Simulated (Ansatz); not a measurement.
# C2H4NSi radical: a ladder of functionals and wavefunction methods

An exercise on one series of results from a longer session: the logs are not shown, and one member is left open.

Method: functionals in def2-TZVPP, the program's frozen cores in correlated methods; program: Ansatz 0.2.0, Gaussian basis.

The runs, in order: LDA (SPW92), PBE-D4, revPBE-D4, BLYP-D4, r2SCAN-D4, B97M-V, PBE0-D4, B3LYP-D4, r2SCANh-D4, r2SCAN0-D4, HSE06-D4, BHLYP-D4, CAM-B3LYP-D4, LC-ωPBE, ωB97X-V, ωB97M-V, B2PLYP, PBE-QIDH; CCSD(T)/def2-SVP; CCSD(T)/def2-TZVPP; CCSD(T)/def2-QZVPP; extrapolation to the limit; RPA on PBE.

## Structure used throughout

All runs share one geometry, relaxed beforehand with PBE0-D4 in a triple-zeta def2 set.

SMILES `[C]#C[SiH2]N`, 8 atoms, charge 0, spin multiplicity 2.

Atoms are counted from 1 here; the program's logs count them from 0.

Bond lengths: C1–C2 1.215 Å, C2–Si3 1.842 Å, Si3–N4 1.708 Å, Si3–H5 1.481 Å, Si3–H6 1.481 Å, N4–H7 1.007 Å, N4–H8 1.007 Å. Angles: C1–C2–Si3 179.1°, C2–Si3–N4 114.9°, C2–Si3–H5 106.5°, C2–Si3–H6 106.5°, N4–Si3–H5 108.5°, N4–Si3–H6 108.5°, H5–Si3–H6 112.2°, Si3–N4–H7 120.0°, Si3–N4–H8 120.0°, H7–N4–H8 111.0°.

Set-up of the first run:

in.yaml

```yaml
crystal:
  periodic: [false, false, false]
  atoms:
    - {symbol: C, position_ang: [2.220667, -1.071495, 1.477673]}
    - {symbol: C, position_ang: [1.355305, -0.424739, 0.922658]}
    - {symbol: Si, position_ang: [0.053745, 0.579572, 0.091470]}
    - {symbol: N, position_ang: [-1.069282, -0.320128, -0.829530]}
    - {symbol: H, position_ang: [0.759681, 1.515615, -0.812893]}
    - {symbol: H, position_ang: [-0.679935, 1.287234, 1.165391]}
    - {symbol: H, position_ang: [-0.787761, -0.734370, -1.703627]}
    - {symbol: H, position_ang: [-1.760321, -0.888788, -0.366942]}
basis:
  gaussian: {orbitals: def2-TZVPP}
magnetization: {spin_polarized: true, initial_magnetization: 1}
hamiltonian: {xc: lda}
output: {orbitals: {seedname: orbitals}}
```

Launch:

```
$ ansatz run in.yaml --threads 2 --pin off --events-out ev --progress --plain --max-ram 22528MiB --backend cpu
```

Steps of the session up to this table: LDA; PBE-D4 (GGA); revPBE-D4 (GGA); BLYP-D4 (GGA); r2SCAN-D4 (meta-GGA); B97M-V (meta-GGA); PBE0-D4 (hybrid); B3LYP-D4 (hybrid); r2SCANh-D4 (hybrid); r2SCAN0-D4 (hybrid); HSE06-D4 (hybrid); BHLYP-D4 (hybrid); CAM-B3LYP-D4 (range-separated); LC-ωPBE (range-separated); ωB97X-V (range-separated); ωB97M-V (range-separated); B2PLYP (double hybrid); PBE-QIDH (double hybrid).

One table of the session follows, with a row left open; its other results are not shown here.

```
  functional  HOMO (eV)  LUMO (eV)  gap (eV)
 LDA (SPW92)      -6.84      -6.25      0.59
      PBE-D4          ?          ?         ?
   revPBE-D4      -6.61      -5.70      0.91
     BLYP-D4      -6.55      -5.89      0.65
   r2SCAN-D4      -6.80      -5.16      1.63
      B97M-V      -6.93      -5.62      1.31
     PBE0-D4      -7.84      -4.58      3.26
    B3LYP-D4      -7.63      -5.21      2.42
  r2SCANh-D4      -7.26      -4.72      2.55
  r2SCAN0-D4      -8.02      -4.05      3.97
    HSE06-D4      -7.44      -4.98      2.46
    BHLYP-D4      -9.07      -3.54      5.53
CAM-B3LYP-D4      -9.24      -3.70      5.55
     LC-ωPBE     -10.67      -1.87      8.80
     ωB97X-V     -10.28      -2.76      7.52
     ωB97M-V     -10.17      -2.78      7.39
```

Q: Estimate the row for PBE-D4 from the others.

The run gave: HOMO (eV): -6.67; LUMO (eV): -5.83; gap (eV): 0.85. In the column «HOMO (eV)» it lies between r2SCAN-D4 (-6.80) and revPBE-D4 (-6.61).

Caveats from the session: The UHF reference is spin-contaminated (⟨S²⟩ = 1.16 against 0.75).
